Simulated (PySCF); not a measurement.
# SiAsH₅: electronic excitations at several levels of theory

How much do the electronic excitations of SiAsH₅ (`[SiH3][AsH2]`) depend on the level of theory, and what does each level cost?

Computed with PySCF 2.14.0, with density-fitted response routines of our own, on a single molecule in the gas phase. Atoms count from 0, in the outputs and in this text.

### 1 The starting structure

7 atoms, charge 0, multiplicity 1; geometry from: GFN2-xTB. The atoms were then displaced at random by about 0.03 Å, so the start is not that level's minimum.

Bonds of the start (Å): Si0–As1 2.25, Si0–H2 1.53, Si0–H3 1.54, Si0–H4 1.43, As1–H5 1.48, As1–H6 1.53.

### 2 Geometry optimisation at PBE0-D3(BJ)/def2-SVP

The job: settings as JSON, then the geometry in Å.

```
{"job": {"xc": "PBE0", "basis": "def2-SVP", "d3": "d3bj", "grid": 1, "shake": 0.03, "kind": "geom"}, "charge": 0, "multiplicity": 1}
Si    -0.770200     0.009830    -0.070560
As     1.383210    -0.151360    -0.697690
H     -1.725710    -0.743880    -0.995570
H     -1.157980     1.489060    -0.255580
H     -1.139940    -0.331980     1.265540
H      1.631340    -1.220610     0.296440
H      1.877790     0.856730     0.334700
```

Launch:

```bash
OMP_NUM_THREADS=1 python probes_run.py task.json out
```

This one command runs all jobs of the session in turn.

The program printed:

```text
step   0  E = -2527.59219289  max force = 0.041120
step   1  E = -2527.60059050  max force = 0.009885
step   2  E = -2527.60106192  max force = 0.002883
step   3  E = -2527.60118299  max force = 0.000916
step   4  E = -2527.60123798  max force = 0.001772
step   5  E = -2527.60136154  max force = 0.002224
step   6  E = -2527.60142857  max force = 0.001307
step   7  E = -2527.60145993  max force = 0.000345
step   8  E = -2527.60146759  max force = 0.000319
optimisation converged
```

Wall time 15 s (1 thread of Arm Neoverse V1, shared host); peak memory 0.3 GiB.

The steps of the relaxation:

```tsv
step	energy from step 0 (eV)	largest force component (eV/Å)
0	0.0000	2.1145
1	-0.2285	0.5083
2	-0.2413	0.1482
3	-0.2446	0.0471
4	-0.2461	0.0911
5	-0.2495	0.1144
6	-0.2513	0.0672
7	-0.2522	0.0177
8	-0.2524	0.0164
```

Distances of close pairs at the start and the end, largest changes first:

```tsv
bond	before (Å)	after (Å)	change (Å)
Si0–As1	2.249	2.372	+0.123
Si0–H4	1.428	1.494	+0.067
Si0–H3	1.540	1.494	-0.046
As1–H5	1.481	1.526	+0.045
Si0–H2	1.529	1.494	-0.034
As1–H6	1.525	1.526	+0.001
```

The next job starts from the end point, and lists it.

```tsv
at the end point	value
point group (found at 0.08 Å tolerance)	Cs
rotational constants (GHz, main isotopes)	47.763, 3.725, 3.719
dipole moment (D)	0.51
```

### 3 TDDFT and polarisability: HF/def2-SVPD

The job: settings as JSON, then the geometry in Å.

```
{"job": {"kind": "uv", "xc": "HF", "basis": "def2-SVPD", "ip": true}, "charge": 0, "multiplicity": 1}
Si    -0.839415     0.094468    -0.076953
As     1.448726    -0.008088    -0.693376
H     -1.595475    -0.890901    -0.907583
H     -1.347356     1.466379    -0.380951
H     -1.076719    -0.202279     1.368287
H      1.638039    -1.339112     0.029268
H      1.870709     0.787325     0.538587
```

With the program's defaults for keys left out, this is: TDDFT HF/def2-SVPD, vertical, gas phase, core orbitals frozen in the response.

The program printed:

```text
final grid: 51864 points
cycle   1  E = -2525.6422010390  dE = -1.076e+00  |g| = 2.216e-01  |ddm| = 2.472e+00
cycle   2  E = -2525.6676423619  dE = -2.544e-02  |g| = 6.624e-02  |ddm| = 4.765e-01
cycle   3  E = -2525.6702345578  dE = -2.592e-03  |g| = 2.235e-02  |ddm| = 2.530e-01
cycle   4  E = -2525.6705796926  dE = -3.451e-04  |g| = 3.939e-03  |ddm| = 8.541e-02
cycle   5  E = -2525.6705955037  dE = -1.581e-05  |g| = 1.291e-03  |ddm| = 1.605e-02
cycle   6  E = -2525.6705969365  dE = -1.433e-06  |g| = 4.199e-04  |ddm| = 4.765e-03
cycle   7  E = -2525.6705970275  dE = -9.091e-08  |g| = 9.572e-05  |ddm| = 1.249e-03
cycle   8  E = -2525.6705970338  dE = -6.364e-09  |g| = 2.226e-05  |ddm| = 3.527e-04
cycle   9  E = -2525.6705970344  dE = -5.430e-10  |g| = 5.893e-06  |ddm| = 1.045e-04
converged SCF energy = -2525.6705970344

Static polarisability (au): isotropic 61.882, principal 55.005 55.236 75.404

Singlet excitations
state   eV       nm        f      main configurations
  1   6.8065    182.2   0.02779   H->L+2 0.81, H->L+4 0.12
  2   6.9995    177.1   0.05119   H->L 0.62, H->L+1 0.18, H->L+5 0.12
  3   7.3450    168.8   0.49249   H->L+1 0.72, H->L+5 0.11
  4   8.2992    149.4   0.00666   H->L+3 0.77
  5   8.3526    148.4   0.01031   H->L+4 0.72, H->L+2 0.10
  6   8.6121    144.0   0.03385   H-1->L 0.63, H-1->L+5 0.10
  7   8.8373    140.3   0.10667   H-1->L+2 0.69
  8   8.8817    139.6   0.38425   H-1->L+1 0.75
  9   9.3322    132.9   0.03591   H->L+5 0.34, H->L+6 0.14, H-1->L+3 0.13
 10   9.5913    129.3   0.00189   H-1->L+4 0.42, H-1->L+2 0.10, H-2->L 0.09

Triplet excitations (Tamm-Dancoff, eV): 5.4567 5.4996 6.4824 7.2273
Vertical ionisation energy (delta-SCF) = 8.7947 eV
```

It took 2.5 s on 1 thread of Arm Neoverse V1, shared host; peak memory 0.36 GiB.

Frontier orbitals and where they lie:

```tsv
orbital	eV	atoms
HOMO−3	-13.48	Si0 41 %, H4 33 %, As1 8 %
HOMO−2	-12.87	Si0 28 %, As1 18 %, H2 17 %
HOMO−1	-11.66	As1 44 %, Si0 24 %, H6 10 %
HOMO	-9.89	As1 66 %, Si0 16 %, H5 6 %
LUMO	2.17	Si0 55 %, As1 17 %, H4 7 %
LUMO+1	2.58	As1 45 %, Si0 19 %, H4 8 %
LUMO+2	3.20	As1 51 %, Si0 22 %, H6 11 %
```

With each of the 10 states as a Gaussian band of 0.4 eV half-width at 1/e, the curve within the window shown has maxima at 169 nm (ε 21,000), 139 nm (ε 21,000) L/(mol cm). Beyond the last state computed it falls off for lack of states. The curve at chosen wavelengths:

nm, ε (L/mol/cm) and a bar:
```
      125        281 
      128       1234 ##
      131       4113 ######
      134      10515 ###############
      137      18405 ##########################
      140      21119 ##############################
      143      16367 #######################
      146       9163 #############
      149       4119 ######
      152       1967 ###
      155       2171 ###
      158       4813 #######
      161       9890 ##############
      163      13976 ####################
      166      19190 ###########################
      169      21172 ##############################
      172      19366 ###########################
      175      15199 #####################
      178      10619 ###############
      181       6846 ##########
      184       4190 ######
      187       2468 ###
      190       1397 ##
      193        754 #
      196        385 
      199        184
```

Further results of this job:

```tsv
property	computed
dipole moment (D)	0.52
polarisability (Å³)	9.17
HOMO–LUMO gap (eV)	12.06
−ε(HOMO) (eV)	9.89
```

### 4 TDDFT and polarisability: LDA/def2-SVPD

The job, as its differences from that of step 3:

```diff
@@ -1,2 +1,2 @@
-{"job": {"kind": "uv", "xc": "HF", "basis": "def2-SVPD", "ip": true}, "charge": 0, "multiplicity": 1}
+{"job": {"kind": "uv", "xc": "LDA", "basis": "def2-SVPD", "ip": true}, "charge": 0, "multiplicity": 1}
 Si    -0.839415     0.094468    -0.076953
```

Method: TDDFT LDA/def2-SVPD, vertical, gas phase, core orbitals frozen in the response.

The program printed:

```text
coarse grid: 26104 points
cycle   1  E = -2523.4959904266  dE = -8.850e-01  |g| = 3.191e-01  |ddm| = 2.703e+00
cycle   2  E = -2523.5007322528  dE = -4.742e-03  |g| = 2.471e-01  |ddm| = 7.361e-01
cycle   3  E = -2523.5100178447  dE = -9.286e-03  |g| = 4.185e-02  |ddm| = 3.583e-01
cycle   4  E = -2523.5107360348  dE = -7.182e-04  |g| = 1.421e-02  |ddm| = 9.190e-02
cycle   5  E = -2523.5107884497  dE = -5.241e-05  |g| = 1.991e-03  |ddm| = 2.853e-02
cycle   6  E = -2523.5107895342  dE = -1.085e-06  |g| = 4.625e-04  |ddm| = 4.276e-03
final grid: 51864 points
cycle   7  E = -2523.5107505370  dE =  9.838e-08  |g| = 6.919e-04  |ddm| = 2.942e-03
cycle   8  E = -2523.5107502271  dE =  3.099e-07  |g| = 1.102e-03  |ddm| = 3.226e-03
cycle   9  E = -2523.5107507618  dE = -5.347e-07  |g| = 8.369e-05  |ddm| = 1.957e-03
cycle  10  E = -2523.5107507636  dE = -1.767e-09  |g| = 9.829e-06  |ddm| = 1.427e-04
cycle  11  E = -2523.5107507636  dE = -3.047e-11  |g| = 1.465e-06  |ddm| = 2.102e-05
converged SCF energy = -2523.5107507636

Static polarisability (au): isotropic 67.853, principal 59.433 59.889 84.238

Singlet excitations
state   eV       nm        f      main configurations
  1   5.9203    209.4   0.05601   H->L+1 0.92
  2   6.2064    199.8   0.14645   H->L 0.77
  3   6.3095    196.5   0.01061   H->L+2 0.94
  4   6.7428    183.9   0.00575   H->L+4 0.94
  5   6.7706    183.1   0.01267   H->L+3 0.85
  6   7.1320    173.8   0.01664   H-1->L+1 0.96
  7   7.2879    170.1   0.18719   H-1->L 0.56, H->L+5 0.35
  8   7.4112    167.3   0.02328   H-1->L+2 0.51, H-2->L 0.30, H-2->L+1 0.11
  9   7.5356    164.5   0.00402   H-2->L 0.65, H-2->L+1 0.13, H-1->L+2 0.13
 10   7.5537    164.1   0.09578   H->L+5 0.56, H-1->L 0.20, H-2->L+2 0.09

Triplet excitations (Tamm-Dancoff, eV): 5.3568 5.6277 5.6845 6.5106
Vertical ionisation energy (delta-SCF) = 9.8175 eV
```

Wall time 13 s (1 thread of Arm Neoverse V1, shared host); peak memory 0.32 GiB.

This run: HOMO -6.61 eV, LUMO -0.94 eV; lowest singlet 5.92 eV.

### 5 Ultraviolet spectrum: PBE/def2-SVPD

The job, as its differences from that of step 4:

```diff
@@ -1,2 +1,2 @@
-{"job": {"kind": "uv", "xc": "LDA", "basis": "def2-SVPD", "ip": true}, "charge": 0, "multiplicity": 1}
+{"job": {"kind": "uv", "xc": "PBE", "basis": "def2-SVPD", "ip": true}, "charge": 0, "multiplicity": 1}
 Si    -0.839415     0.094468    -0.076953
```

Level: TDDFT PBE/def2-SVPD, vertical, gas phase, core orbitals frozen in the response.

The program printed:

```text
coarse grid: 26104 points
cycle   1  E = -2527.4887437629  dE = -8.939e-01  |g| = 2.778e-01  |ddm| = 2.740e+00
cycle   2  E = -2527.4944471837  dE = -5.703e-03  |g| = 2.117e-01  |ddm| = 5.983e-01
cycle   3  E = -2527.4994975571  dE = -5.050e-03  |g| = 2.201e-02  |ddm| = 2.395e-01
cycle   4  E = -2527.4996803017  dE = -1.827e-04  |g| = 1.181e-02  |ddm| = 5.525e-02
cycle   5  E = -2527.4997315475  dE = -5.125e-05  |g| = 1.784e-03  |ddm| = 2.301e-02
cycle   6  E = -2527.4997322470  dE = -6.995e-07  |g| = 2.737e-04  |ddm| = 3.915e-03
final grid: 51864 points
cycle   7  E = -2527.4996970624  dE = -1.798e-08  |g| = 3.394e-04  |ddm| = 2.637e-03
cycle   8  E = -2527.4996970340  dE =  2.834e-08  |g| = 4.947e-04  |ddm| = 1.640e-03
cycle   9  E = -2527.4996971044  dE = -7.035e-08  |g| = 5.144e-05  |ddm| = 8.783e-04
cycle  10  E = -2527.4996971053  dE = -9.013e-10  |g| = 6.976e-06  |ddm| = 1.040e-04
converged SCF energy = -2527.4996971053

Static polarisability (au): isotropic 66.520, principal 58.230 58.658 82.672

Singlet excitations
state   eV       nm        f      main configurations
  1   5.9910    207.0   0.04077   H->L+1 0.95
  2   6.2580    198.1   0.18138   H->L 0.80
  3   6.2914    197.1   0.01103   H->L+2 0.94
  4   6.7986    182.4   0.00657   H->L+4 0.95
  5   6.8270    181.6   0.01633   H->L+3 0.86
  6   7.2194    171.7   0.00339   H-1->L+1 0.74, H-1->L 0.22
  7   7.3596    168.5   0.15185   H->L+5 0.44, H-1->L 0.38, H-1->L+1 0.11
  8   7.4989    165.3   0.02533   H-1->L+2 0.59, H-2->L 0.28
  9   7.5907    163.3   0.12889   H->L+5 0.49, H-1->L 0.21
 10   7.6791    161.5   0.00306   H-2->L 0.69, H-1->L+2 0.17

Triplet excitations (Tamm-Dancoff, eV): 5.2524 5.5401 5.6535 6.4794
Vertical ionisation energy (delta-SCF) = 9.6475 eV
```

Run time: 11 s. Hardware: 1 thread of Arm Neoverse V1, shared host; peak memory 0.35 GiB.

Key values: HOMO -6.51 eV, LUMO -0.78 eV; lowest singlet 5.99 eV.

### 6 Excited states and response: B3LYP/def2-SVPD

The job, as its differences from that of step 5:

```diff
@@ -1,2 +1,2 @@
-{"job": {"kind": "uv", "xc": "PBE", "basis": "def2-SVPD", "ip": true}, "charge": 0, "multiplicity": 1}
+{"job": {"kind": "uv", "xc": "B3LYP", "basis": "def2-SVPD", "ip": true}, "charge": 0, "multiplicity": 1}
 Si    -0.839415     0.094468    -0.076953
```

Method: TDDFT B3LYP/def2-SVPD, vertical, gas phase, core orbitals frozen in the response.

The program printed:

```text
coarse grid: 26104 points
cycle   1  E = -2528.0608260039  dE = -9.328e-01  |g| = 2.164e-01  |ddm| = 2.648e+00
cycle   2  E = -2528.0647226116  dE = -3.897e-03  |g| = 1.439e-01  |ddm| = 4.489e-01
cycle   3  E = -2528.0675294961  dE = -2.807e-03  |g| = 1.463e-02  |ddm| = 1.657e-01
cycle   4  E = -2528.0676067418  dE = -7.725e-05  |g| = 7.325e-03  |ddm| = 3.771e-02
cycle   5  E = -2528.0676255131  dE = -1.877e-05  |g| = 1.417e-03  |ddm| = 1.461e-02
cycle   6  E = -2528.0676259044  dE = -3.913e-07  |g| = 2.916e-04  |ddm| = 3.430e-03
final grid: 51864 points
cycle   7  E = -2528.0676034556  dE = -1.606e-08  |g| = 3.576e-04  |ddm| = 2.260e-03
cycle   8  E = -2528.0676034472  dE =  8.417e-09  |g| = 4.524e-04  |ddm| = 1.390e-03
cycle   9  E = -2528.0676034844  dE = -3.725e-08  |g| = 2.083e-05  |ddm| = 6.941e-04
cycle  10  E = -2528.0676034846  dE = -1.778e-10  |g| = 2.239e-06  |ddm| = 4.776e-05
converged SCF energy = -2528.0676034846

Static polarisability (au): isotropic 65.210, principal 57.321 57.590 80.719

Singlet excitations
state   eV       nm        f      main configurations
  1   6.2121    199.6   0.04056   H->L+1 0.71, H->L 0.28
  2   6.4041    193.6   0.01368   H->L+2 0.95
  3   6.5109    190.4   0.25377   H->L 0.65, H->L+1 0.25
  4   7.1821    172.6   0.00647   H->L+4 0.91
  5   7.1904    172.4   0.01145   H->L+3 0.85
  6   7.5471    164.3   0.00936   H-1->L 0.57, H-1->L+1 0.38
  7   7.6924    161.2   0.21440   H-1->L+1 0.44, H->L+5 0.32, H-1->L 0.17
  8   7.8823    157.3   0.04086   H-1->L+2 0.71, H-2->L 0.17
  9   7.9609    155.7   0.13778   H->L+5 0.60, H-1->L 0.13, H-1->L+1 0.11
 10   8.1891    151.4   0.00637   H-2->L 0.51, H-2->L+1 0.26, H-1->L+4 0.10

Triplet excitations (Tamm-Dancoff, eV): 5.4022 5.6291 5.8749 6.8391
Vertical ionisation energy (delta-SCF) = 9.7677 eV
```

Run time: 8.6 s. Hardware: 1 thread of Arm Neoverse V1, shared host; peak memory 0.42 GiB.

In short: HOMO -7.35 eV, LUMO -0.28 eV; lowest singlet 6.21 eV.

### 7 Excited states and response: PBE0/def2-SVPD

The job, as its differences from that of step 6:

```diff
@@ -1,2 +1,2 @@
-{"job": {"kind": "uv", "xc": "B3LYP", "basis": "def2-SVPD", "ip": true}, "charge": 0, "multiplicity": 1}
+{"job": {"kind": "uv", "xc": "PBE0", "basis": "def2-SVPD", "ip": true}, "charge": 0, "multiplicity": 1}
 Si    -0.839415     0.094468    -0.076953
```

Method: TDDFT PBE0/def2-SVPD, vertical, gas phase, core orbitals frozen in the response.

The program printed:

```text
coarse grid: 26104 points
cycle   1  E = -2527.5956028638  dE = -9.451e-01  |g| = 1.814e-01  |ddm| = 2.634e+00
cycle   2  E = -2527.5989108533  dE = -3.308e-03  |g| = 1.119e-01  |ddm| = 4.002e-01
cycle   3  E = -2527.6008816494  dE = -1.971e-03  |g| = 1.177e-02  |ddm| = 1.424e-01
cycle   4  E = -2527.6009321686  dE = -5.052e-05  |g| = 6.464e-03  |ddm| = 3.380e-02
cycle   5  E = -2527.6009457020  dE = -1.353e-05  |g| = 1.121e-03  |ddm| = 1.301e-02
cycle   6  E = -2527.6009459403  dE = -2.384e-07  |g| = 2.188e-04  |ddm| = 2.740e-03
final grid: 51864 points
cycle   7  E = -2527.6009188910  dE = -2.070e-08  |g| = 2.498e-04  |ddm| = 1.954e-03
cycle   8  E = -2527.6009188900  dE =  9.641e-10  |g| = 2.945e-04  |ddm| = 9.198e-04
cycle   9  E = -2527.6009189046  dE = -1.460e-08  |g| = 1.381e-05  |ddm| = 4.304e-04
cycle  10  E = -2527.6009189047  dE = -7.503e-11  |g| = 1.683e-06  |ddm| = 3.270e-05
converged SCF energy = -2527.6009189047

Static polarisability (au): isotropic 64.862, principal 57.088 57.346 80.154

Singlet excitations
state   eV       nm        f      main configurations
  1   6.3938    193.9   0.04810   H->L+1 0.86, H->L 0.13
  2   6.4962    190.9   0.01456   H->L+2 0.95
  3   6.6433    186.6   0.25091   H->L 0.78, H->L+1 0.12
  4   7.2843    170.2   0.00727   H->L+4 0.94
  5   7.3092    169.6   0.01184   H->L+3 0.89
  6   7.7312    160.4   0.01263   H-1->L 0.50, H-1->L+1 0.41
  7   7.8530    157.9   0.25328   H-1->L+1 0.49, H->L+5 0.22, H-1->L 0.21
  8   8.0058    154.9   0.04435   H-1->L+2 0.71, H-2->L 0.17
  9   8.1314    152.5   0.08683   H->L+5 0.68, H-1->L 0.13
 10   8.3234    149.0   0.00439   H-2->L 0.49, H-2->L+1 0.20, H-1->L+4 0.16

Triplet excitations (Tamm-Dancoff, eV): 5.4022 5.6223 6.0008 6.8468
Vertical ionisation energy (delta-SCF) = 9.7103 eV
```

It took 8.3 s on 1 thread of Arm Neoverse V1, shared host; peak memory 0.42 GiB.

Key values: HOMO -7.56 eV, LUMO -0.04 eV; lowest singlet 6.39 eV.

### 8 Excited states and response: BHandHLYP/def2-SVPD

The job, as its differences from that of step 7:

```diff
@@ -1,2 +1,2 @@
-{"job": {"kind": "uv", "xc": "PBE0", "basis": "def2-SVPD", "ip": true}, "charge": 0, "multiplicity": 1}
+{"job": {"kind": "uv", "xc": "BHandHLYP", "basis": "def2-SVPD", "ip": true}, "charge": 0, "multiplicity": 1}
 Si    -0.839415     0.094468    -0.076953
```

With the program's defaults for keys left out, this is: TDDFT BHandHLYP/def2-SVPD, vertical, gas phase, core orbitals frozen in the response.

The program printed:

```text
coarse grid: 26104 points
cycle   1  E = -2527.9696994526  dE = -9.882e-01  |g| = 1.640e-01  |ddm| = 2.536e+00
cycle   2  E = -2527.9769323250  dE = -7.233e-03  |g| = 7.611e-02  |ddm| = 3.769e-01
cycle   3  E = -2527.9783391107  dE = -1.407e-03  |g| = 1.340e-02  |ddm| = 1.405e-01
cycle   4  E = -2527.9784180525  dE = -7.894e-05  |g| = 3.536e-03  |ddm| = 4.195e-02
cycle   5  E = -2527.9784223325  dE = -4.280e-06  |g| = 7.426e-04  |ddm| = 7.828e-03
final grid: 51864 points
cycle   6  E = -2527.9784082273  dE = -1.554e-07  |g| = 5.834e-04  |ddm| = 2.278e-03
cycle   7  E = -2527.9784082525  dE = -2.521e-08  |g| = 4.944e-04  |ddm| = 1.491e-03
cycle   8  E = -2527.9784082857  dE = -3.318e-08  |g| = 2.087e-05  |ddm| = 6.497e-04
cycle   9  E = -2527.9784082860  dE = -3.010e-10  |g| = 1.067e-05  |ddm| = 6.543e-05
converged SCF energy = -2527.9784082860

Static polarisability (au): isotropic 63.480, principal 56.149 56.198 78.095

Singlet excitations
state   eV       nm        f      main configurations
  1   6.5704    188.7   0.03867   H->L 0.61, H->L+1 0.35
  2   6.5941    188.0   0.01817   H->L+2 0.94
  3   6.8834    180.1   0.34585   H->L+1 0.59, H->L 0.31
  4   7.6697    161.7   0.00918   H->L+3 0.86
  5   7.6799    161.4   0.00728   H->L+4 0.88
  6   8.0141    154.7   0.02304   H-1->L 0.79
  7   8.1979    151.2   0.30090   H-1->L+1 0.77, H->L+5 0.13
  8   8.3278    148.9   0.06230   H-1->L+2 0.77
  9   8.5346    145.3   0.07645   H->L+5 0.66
 10   8.8296    140.4   0.00736   H-2->L+1 0.38, H-1->L+4 0.31, H-2->L 0.15

Triplet excitations (Tamm-Dancoff, eV): 5.5336 5.6843 6.2031 7.1169
Vertical ionisation energy (delta-SCF) = 9.6638 eV
```

It took 8.3 s on 1 thread of Arm Neoverse V1, shared host; peak memory 0.42 GiB.

Key values: HOMO -8.47 eV, LUMO 0.60 eV; lowest singlet 6.57 eV.

### 9 TDDFT and polarisability: CAM-B3LYP/def2-SVPD

The job, as its differences from that of step 8:

```diff
@@ -1,2 +1,2 @@
-{"job": {"kind": "uv", "xc": "BHandHLYP", "basis": "def2-SVPD", "ip": true}, "charge": 0, "multiplicity": 1}
+{"job": {"kind": "uv", "xc": "CAM-B3LYP", "basis": "def2-SVPD", "ip": true}, "charge": 0, "multiplicity": 1}
 Si    -0.839415     0.094468    -0.076953
```

Level: TDDFT CAM-B3LYP/def2-SVPD, vertical, gas phase, core orbitals frozen in the response.

The program printed:

```text
coarse grid: 26104 points
cycle   1  E = -2528.1094433564  dE = -9.889e-01  |g| = 2.222e-01  |ddm| = 2.575e+00
cycle   2  E = -2528.1168497362  dE = -7.406e-03  |g| = 1.398e-01  |ddm| = 3.730e-01
cycle   3  E = -2528.1194016143  dE = -2.552e-03  |g| = 1.478e-02  |ddm| = 1.703e-01
cycle   4  E = -2528.1194619754  dE = -6.036e-05  |g| = 6.596e-03  |ddm| = 4.696e-02
cycle   5  E = -2528.1194738648  dE = -1.189e-05  |g| = 1.020e-03  |ddm| = 1.408e-02
cycle   6  E = -2528.1194743647  dE = -4.999e-07  |g| = 2.510e-04  |ddm| = 2.743e-03
final grid: 51864 points
cycle   7  E = -2528.1194532589  dE = -4.377e-08  |g| = 1.489e-04  |ddm| = 1.109e-03
cycle   8  E = -2528.1194532661  dE = -7.152e-09  |g| = 9.620e-05  |ddm| = 5.174e-04
cycle   9  E = -2528.1194532697  dE = -3.611e-09  |g| = 1.036e-05  |ddm| = 1.574e-04
cycle  10  E = -2528.1194532698  dE = -1.028e-10  |g| = 5.051e-06  |ddm| = 4.803e-05
converged SCF energy = -2528.1194532698

Static polarisability (au): isotropic 64.398, principal 56.898 57.022 79.275

Singlet excitations
state   eV       nm        f      main configurations
  1   6.4319    192.8   0.04566   H->L 0.49, H->L+1 0.47
  2   6.5033    190.6   0.01606   H->L+2 0.93
  3   6.7645    183.3   0.29485   H->L+1 0.47, H->L 0.41
  4   7.5351    164.5   0.00790   H->L+3 0.85
  5   7.5479    164.3   0.00565   H->L+4 0.88
  6   7.8113    158.7   0.01594   H-1->L 0.74, H-1->L+1 0.14
  7   8.0084    154.8   0.32628   H-1->L+1 0.71, H->L+5 0.11
  8   8.1373    152.4   0.05265   H-1->L+2 0.72, H-2->L 0.09
  9   8.3985    147.6   0.05228   H->L+5 0.68
 10   8.5519    145.0   0.00623   H-2->L+1 0.51, H-1->L+4 0.19, H-2->L 0.13

Triplet excitations (Tamm-Dancoff, eV): 5.5106 5.6694 6.0676 7.0449
Vertical ionisation energy (delta-SCF) = 9.7798 eV
```

It took 10 s on 1 thread of Arm Neoverse V1, shared host; peak memory 0.43 GiB.

In short: HOMO -8.78 eV, LUMO 0.75 eV; lowest singlet 6.43 eV.

[end of part 1 of 2]
